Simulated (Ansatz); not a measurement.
**FH₆NOSi₂: a ladder of functionals and wavefunction methods**

One table from this session's results is given with a row withheld; the runs are named, their logs left out.

Program: Ansatz 0.2.0, Gaussian basis. Level of theory: functionals in def2-TZVPP, the program's frozen cores in correlated methods. These are calculated values, not measurements.

The runs, in order: PBE-D4, r2SCAN-D4, PBE0-D4, B3LYP-D4, ωB97X-V, ωB97M-V, B2PLYP; CCSD(T)/def2-TZVPP; MP2/def2-QZVPP; extrapolation to the limit.

### The geometry

An earlier PBE0-D4 in a triple-zeta def2 set relaxation fixed the geometry.

SMILES `O[SiH](F)N[SiH3]`, 11 atoms, charge 0, spin multiplicity 1.

Atoms are counted from 1 here; the program's logs count them from 0.

Bond lengths: O1–Si2 1.628 Å, O1–H6 0.959 Å, Si2–F3 1.597 Å, Si2–N4 1.705 Å, Si2–H7 1.472 Å, N4–Si5 1.737 Å, N4–H8 1.010 Å, Si5–H9 1.486 Å, Si5–H10 1.486 Å, Si5–H11 1.484 Å. Angles: Si2–O1–H6 118.2°, O1–Si2–F3 111.6°, O1–Si2–N4 113.1°, O1–Si2–H7 104.7°, F3–Si2–N4 103.7°, F3–Si2–H7 108.1°, N4–Si2–H7 115.6°, Si2–N4–Si5 128.4°, Si2–N4–H8 116.4°, Si5–N4–H8 115.0°, N4–Si5–H9 112.2°, N4–Si5–H10 106.9°, N4–Si5–H11 111.0°, H9–Si5–H10 108.7°, H9–Si5–H11 108.2°, H10–Si5–H11 109.7°.

Coordinates:

```
O    -2.0913    1.4207   -0.4225
Si   -0.4984    1.2552   -0.1296
F    -0.1734    1.3524    1.4310
N     0.1092   -0.2747   -0.5745
Si    1.1184   -1.3456    0.3481
H    -2.6819    0.7284   -0.1198
H     0.1263    2.4065   -0.8003
H    -0.0990   -0.5855   -1.5123
H     0.3742   -2.0099    1.4501
H     1.6129   -2.3875   -0.5889
H     2.2683   -0.6170    0.9393
```

Set-up of the first run:

File in.yaml:

```yaml
crystal:
  periodic: [false, false, false]
  atoms:
    - {symbol: O, position_ang: [-2.091280, 1.420680, -0.422489]}
    - {symbol: Si, position_ang: [-0.498380, 1.255165, -0.129587]}
    - {symbol: F, position_ang: [-0.173387, 1.352367, 1.430979]}
    - {symbol: N, position_ang: [0.109229, -0.274683, -0.574503]}
    - {symbol: Si, position_ang: [1.118357, -1.345585, 0.348104]}
    - {symbol: H, position_ang: [-2.681879, 0.728422, -0.119780]}
    - {symbol: H, position_ang: [0.126267, 2.406494, -0.800275]}
    - {symbol: H, position_ang: [-0.099012, -0.585540, -1.512277]}
    - {symbol: H, position_ang: [0.374245, -2.009863, 1.450095]}
    - {symbol: H, position_ang: [1.612894, -2.387493, -0.588935]}
    - {symbol: H, position_ang: [2.268345, -0.616965, 0.939269]}
basis:
  gaussian: {orbitals: def2-TZVPP}
hamiltonian: {xc: pbe, dispersion: d4}
output: {forces: true, orbitals: {seedname: orbitals}}
```

Run with:

```console
ansatz run in.yaml --threads 4 --pin off --events-out ev --progress --plain --max-ram 10444MiB
```

Steps of the session up to this table: PBE-D4 (GGA); r2SCAN-D4 (meta-GGA); PBE0-D4 (hybrid); B3LYP-D4 (hybrid); ωB97X-V (range-separated); ωB97M-V (range-separated); B2PLYP (double hybrid); CCSD(T) in def2-TZVPP; MP2 in def2-QZVPP.

One table of the session follows, with a row left open; its other results are not shown here.

| method | atomisation energy (kcal/mol) |
| --- | --- |
| PBE-D4 | 949.5 |
| r2SCAN-D4 | 946.2 |
| PBE0-D4 | 934.7 |
| B3LYP-D4 | 947.4 |
| ωB97X-V | 954.8 |
| ωB97M-V | 953.0 |
| B2PLYP | 939.0 |
| HF/def2-TZVPP | 690.6 |
| MP2/def2-TZVPP | ? |
| CCSD/def2-TZVPP | 912.7 |
| CCSD(T)/def2-TZVPP | 924.5 |
| MP2/CBS | 970.8 |
| CCSD(T)/CBS | 954.8 |

Q: Estimate the row for MP2/def2-TZVPP from the others.

As computed: atomisation energy (kcal/mol): 940.5. In the column «atomisation energy (kcal/mol)» it lies between B2PLYP (939.0) and r2SCAN-D4 (946.2).

Caveats from the session: Free atoms (1 O, 2 Si, 1 F, 1 N, 6 H) were run apart at each level; the atomisation energy is their sum less the molecule, without zero-point or spin-orbit terms.
